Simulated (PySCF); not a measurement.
# CH6NPSi: a tour of settings, part 2 of 2

PySCF 2.14.0. Atoms count from 0.

## Step 5: J couplings: PBE0/def2-SVPD

The job: settings as JSON, then the geometry in Å.

```
{"job": {"kind": "j", "xc": "PBE0", "basis": "def2-SVPD"}, "charge": 0, "multiplicity": 1}
C      2.072440    -0.462284     0.222945
N      1.037907     0.137778     0.577024
Si    -0.367989     0.753010    -0.186581
P     -1.991661    -0.511291     0.709586
H      2.798821    -0.757140     0.976382
H      2.322029    -0.724370    -0.808764
H     -0.421277     0.776015    -1.658866
H     -0.472744     2.107528     0.349354
H     -1.963864    -1.491380    -0.268885
H     -3.004779     0.176790     0.065277
```

Method: PBE0/def2-SVPD indirect spin-spin coupling, non-relativistic, gas phase.

The log of the run:

```text
coarse grid: 9120 points
cycle   1  E = -726.5509574012  dE =  2.269e-01  |g| = 3.615e-01  |ddm| = 4.028e+00
cycle   2  E = -726.4814571340  dE =  6.950e-02  |g| = 6.584e-01  |ddm| = 1.488e+00
cycle   3  E = -726.5830409517  dE = -1.016e-01  |g| = 5.405e-02  |ddm| = 9.858e-01
cycle   4  E = -726.5836659865  dE = -6.250e-04  |g| = 2.496e-02  |ddm| = 1.061e-01
cycle   5  E = -726.5838482377  dE = -1.823e-04  |g| = 3.259e-03  |ddm| = 3.931e-02
cycle   6  E = -726.5838516506  dE = -3.413e-06  |g| = 1.086e-03  |ddm| = 7.850e-03
final grid: 78288 points
cycle   7  E = -726.6658923133  dE = -1.095e-05  |g| = 5.160e-03  |ddm| = 6.177e-02
cycle   8  E = -726.6658892431  dE =  3.070e-06  |g| = 6.243e-03  |ddm| = 1.848e-02
cycle   9  E = -726.6658995984  dE = -1.036e-05  |g| = 9.458e-04  |ddm| = 1.103e-02
cycle  10  E = -726.6658997990  dE = -2.006e-07  |g| = 1.705e-04  |ddm| = 1.304e-03
cycle  11  E = -726.6658998056  dE = -6.591e-09  |g| = 3.975e-05  |ddm| = 2.594e-04
cycle  12  E = -726.6658998061  dE = -5.086e-10  |g| = 9.990e-06  |ddm| = 8.847e-05
converged SCF energy = -726.6658998061

Indirect spin-spin couplings (Hz)
  i      j    bonds     total        FC       PSO       DSO        SD
  0 C    1 N    1    -45.632   -51.360     7.406    -0.057    -1.622
  0 C    2 Si   2      7.337     7.270     0.032     0.075    -0.041
  0 C    3 P    3      9.505     8.971     0.092    -0.085     0.527
  0 C    4 H    1    220.835   220.666    -0.519     0.688         -
  0 C    5 H    1    201.110   200.978    -0.590     0.722         -
  0 C    6 H    3      0.924     1.150    -0.043    -0.182         -
  0 C    7 H    3      8.877     9.119     0.204    -0.446         -
  0 C    8 H    4     -0.586    -0.560     0.059    -0.085         -
  0 C    9 H    4      0.865     1.064     0.167    -0.366         -
  1 N    2 Si   1      7.338     9.123    -2.037     0.044     0.208
  1 N    3 P    2    -20.274   -20.580    -0.007    -0.005     0.318
  1 N    4 H    2     -6.760    -8.053     1.359     0.216    -0.282
  1 N    5 H    2      4.891     3.663     1.247     0.251    -0.270
  1 N    6 H    2     -1.123    -1.345     0.081     0.156    -0.015
  1 N    7 H    2     -4.086    -4.338     0.224     0.031    -0.003
  1 N    8 H    3      0.612     0.589    -0.036     0.025     0.033
  1 N    9 H    3     -5.056    -5.227     0.008     0.162     0.000
  2 Si   3 P    1      3.988     6.175     5.474    -0.066    -7.595
  2 Si   4 H    3    -19.346   -19.322    -0.318     0.366    -0.072
  2 Si   5 H    3    -10.169   -10.111    -0.104     0.100    -0.054
  2 Si   6 H    1   -163.460  -163.986     0.904    -0.300    -0.078
  2 Si   7 H    1   -181.657  -182.202     0.935    -0.305    -0.085
  2 Si   8 H    2      8.104     7.921     0.236     0.029    -0.082
  2 Si   9 H    2      6.207     6.111     0.192     0.004    -0.099
  3 P    4 H    4     -2.264    -2.149     0.287    -0.305    -0.097
  3 P    5 H    4     -1.783    -1.534     0.166    -0.286    -0.129
  3 P    6 H    2     -2.226    -1.016    -0.627    -0.391    -0.192
  3 P    7 H    2     14.662    14.993    -0.072    -0.319     0.061
  3 P    8 H    1    148.566   142.842     6.199     0.400    -0.875
  3 P    9 H    1    153.352   147.259     6.515     0.393    -0.815
  4 H    5 H    2     11.982    12.757     2.515    -3.290         -
  4 H    6 H    4      0.387     0.992     0.921    -1.526         -
  4 H    7 H    4     -2.358    -1.855     0.820    -1.323         -
  4 H    9 H    5     -0.847    -0.186     0.612    -1.273         -
  5 H    6 H    4      2.031     1.782    -0.205     0.454         -
  5 H    7 H    4     -2.488    -1.753     0.706    -1.441         -
  5 H    8 H    5      0.284     0.219     0.063     0.002         -
  5 H    9 H    5     -0.868    -0.281     0.438    -1.024         -
  6 H    7 H    2     10.613    12.090     0.520    -1.997         -
  6 H    8 H    3      4.081     3.799    -0.081     0.364         -
  6 H    9 H    3      0.311     0.237     0.024     0.050         -
  7 H    8 H    3      5.936     7.498     0.628    -2.190         -
  7 H    9 H    3      1.040     1.072     0.091    -0.123         -
  8 H    9 H    2    -13.685   -13.754     0.925    -0.856         -
```

It took 16 s on 1 thread of Intel Xeon at 2.70GHz, shared host; peak memory 0.61 GiB.

This basis has no tight s functions, so the Fermi-contact terms are rough.

A choice of the couplings up to four bonds, sorted by the number of bonds, with means over like pairs; isotopes 13C, 1H, 15N, 31P, 29Si:

```
  pair  bonds  J (Hz)  Fermi contact (Hz)  dihedral (°)
 C0–H4      1   220.8               220.7             –
 C0–H5      1   201.1               201.0             –
Si2–H6      1  -172.6              -173.1             –
 P3–H8      1   151.0               145.1             –
 C0–N1      1   -45.6               -51.4             –
N1–Si2      1     7.3                 9.1             –
Si2–P3      1     4.0                 6.2             –
 N1–P3      2   -20.3               -20.6             –
 H8–H9      2   -13.7               -13.8             –
 H4–H5      2    12.0                12.8             –
 H6–H7      2    10.6                12.1             –
C0–Si2      2     7.3                 7.3             –
Si2–H8      2     7.2                 7.0             –
 N1–H4      2    -6.8                -8.1             –
 P3–H6      2     6.2                 7.0             –
 N1–H5      2     4.9                 3.7             –
Si2–H4      3   -19.3               -19.3          -178
Si2–H5      3   -10.2               -10.1             2
 C0–P3      3     9.5                 9.0           115
 C0–H6      3     4.9                 5.1             –
 H6–H8      3     2.8                 3.2             –
 N1–H8      3    -2.2                -2.3             –
 P3–H4      4    -2.3                -2.1             –
 P3–H5      4    -1.8                -1.5             –
```

The spin-dipole term was solved for some atoms only; pairs without it lack that part.

Quadrupole couplings from the field gradients of the same density:

```
atom  isotope  eQq/h (MHz)     η
  N1      14N       -4.592  0.73
```

Joined with the shifts from before (PBE0/pcSseg-1, unscaled), the couplings predict the line list below for 400 MHz.

¹H NMR δ 8.75 (m, 1H), 8.67 (m, 1H), 5.59 (dtd, J = 6.2, 2.8, 1.0 Hz, 2H), 1.02 (dt, J = 151.0, 2.8 Hz, 2H). The letters are first-order; like nuclei with unlike couplings give more lines.

## Step 6: Shielding tensors: PBE0/6-31G*

The job, as its differences from that of step 5:

```diff
@@ -1,4 +1,4 @@
-{"job": {"kind": "j", "xc": "PBE0", "basis": "def2-SVPD"}, "charge": 0, "multiplicity": 1}
+{"job": {"kind": "nmr", "xc": "PBE0", "basis": "6-31G*", "pop": false, "scf": {"conv": 0.01, "max_cycle": 67}}, "charge": 0, "multiplicity": 1}
 C      2.072440    -0.462284     0.222945
-N      1.037907     0.137778     0.577024
+N      0.727547     0.317797     0.683248
 Si    -0.367989     0.753010    -0.186581
```

Level: GIAO PBE0/6-31G* NMR shielding, non-relativistic, gas phase.

The log of the run:

```text
final grid: 78288 points
cycle   1  E = -726.5798523745  dE =  3.608e-01  |g| = 6.853e-01  |ddm| = 2.912e+00
cycle   2  E = -725.6762780333  dE =  9.036e-01  |g| = 1.876e+00  |ddm| = 2.313e+00
cycle   3  E = -726.7189486140  dE = -1.043e+00  |g| = 9.204e-02  |ddm| = 1.751e+00
cycle   4  E = -726.7202829424  dE = -1.334e-03  |g| = 6.267e-02  |ddm| = 1.717e-01
converged SCF energy = -726.7202829424

GIAO shielding tensors (ppm)
atom      isotropic    diamagn.    paramagn.     s11        s22        s33       span
  0 C      -66.683     252.293    -318.976   -271.744    -53.623    125.318    397.062
  1 N     -350.706     316.564    -667.270   -799.700   -475.479    223.061   1022.761
  2 Si     442.043     885.982    -443.939    386.740    420.717    518.672    131.932
  3 P      597.606     967.841    -370.235    550.754    602.676    639.388     88.634
  4 H       20.480      27.830      -7.350      8.954     25.952     26.534     17.580
  5 H       20.379      29.289      -8.910      8.900     25.480     26.758     17.858
  6 H       25.765      30.529      -4.765     22.847     23.839     30.608      7.762
  7 H       25.998      29.823      -3.826     23.324     24.554     30.116      6.792
  8 H       31.053      31.382      -0.329     26.879     28.075     38.205     11.327
  9 H       30.991      30.307       0.683     26.942     27.848     38.182     11.241
```

Run time: 4.5 s. Hardware: 1 thread of Intel Xeon at 2.70GHz, shared host.

A normal end doesn't make this result sound: one atom of the first bond was moved so that the bond is 1.3 times as long; the SCF threshold of 0.01 Eh is far too loose. Its HOMO lies at -7.06 eV, against -7.07 eV in step 2 (PBE0/pcSseg-1), a different level, so the two don't compare directly.

## Step 7: Comparing the runs: NMR shifts

Shifts (ppm), means over like atoms, with basis size and wall time:

```
                          run     C0    H5    H4    H6    H8    Si2  functions  time
                PBE0/pcSseg-1  172.8  8.75  8.67  5.59  1.02  -39.4        112  14 s
CAM-B3LYP/pcSseg-1 in benzene  177.9  8.65  8.57  5.37  1.02  -40.0        112  11 s
```

## Step 8: Outcome

This closing draws on all 2 parts.

```
                                                              quantity                                            value
                                ¹³C shifts against TMS (PBE0/pcSseg-1)                                        172.8 ppm
¹H shifts against TMS (PBE0/pcSseg-1, means over atoms taken as alike)                       8.75, 8.67, 5.59, 1.02 ppm
                                ¹⁵N shifts against NH3 (PBE0/pcSseg-1)                                        422.9 ppm
                               ²⁹Si shifts against TMS (PBE0/pcSseg-1)                                        -39.4 ppm
                              ³¹P shifts against H3PO4 (PBE0/pcSseg-1)                                       -293.8 ppm
                                 surface potential, 1st and 99th percentile                               -1.46 V and 1.09 V
                                       lowest singlet (PBE0/def2-SVPD)                      3.94 eV (314 nm), f = 0.001
                              brightest single state of those computed                      state 4, 6.40 eV, f = 0.042
                                                        lowest triplet                                          3.32 eV
                        largest coupling of the table (PBE0/def2-SVPD)                          ¹J(C,H) C0–H4, 220.8 Hz
                                              range of the shift of C0                               172.8 to 177.9 ppm
                                         property runs in this session  5, of which 0 failed and 1 gave unsound results
```

Single values in the summary come from the first run of each kind that ended normally (PBE0/pcSseg-1; PBE0/def2-SVPD; PBE0/def2-SVPD), which need not be the best level. At PBE0/pcSseg-1: The widest tensor belongs to N1: span 860 ppm, with a paramagnetic part of -485 ppm. By nearest atom (PBE0/pcSseg-1), the HOMO sits on N1 63 %; H4, H5 about 10 % each and the LUMO on C0 35 %; N1 30 %. The first singlet state (HOMO→LUMO 0.97) lies at 3.94 eV and is dark; of the 6 states computed, the strongest absorption comes from state 4 at 6.40 eV. The lowest triplet lies 0.62 eV below the lowest singlet (triplets in Tamm-Dancoff, singlets in full TDDFT). In the run at PBE0/def2-SVPD, the largest coupling of the table is C0–H4, 220.8 Hz, of which the Fermi-contact term gives 220.7 Hz. Couplings across rotatable bonds belong to this one conformer; where others are populated, the observed values are averages. Among the atoms with a shift in every run: Across the 2 runs the shift of C0 moves most, between 172.8 (PBE0/pcSseg-1) and 177.9 ppm (CAM-B3LYP/pcSseg-1 in benzene). Couplings from bases without tight functions are rough.
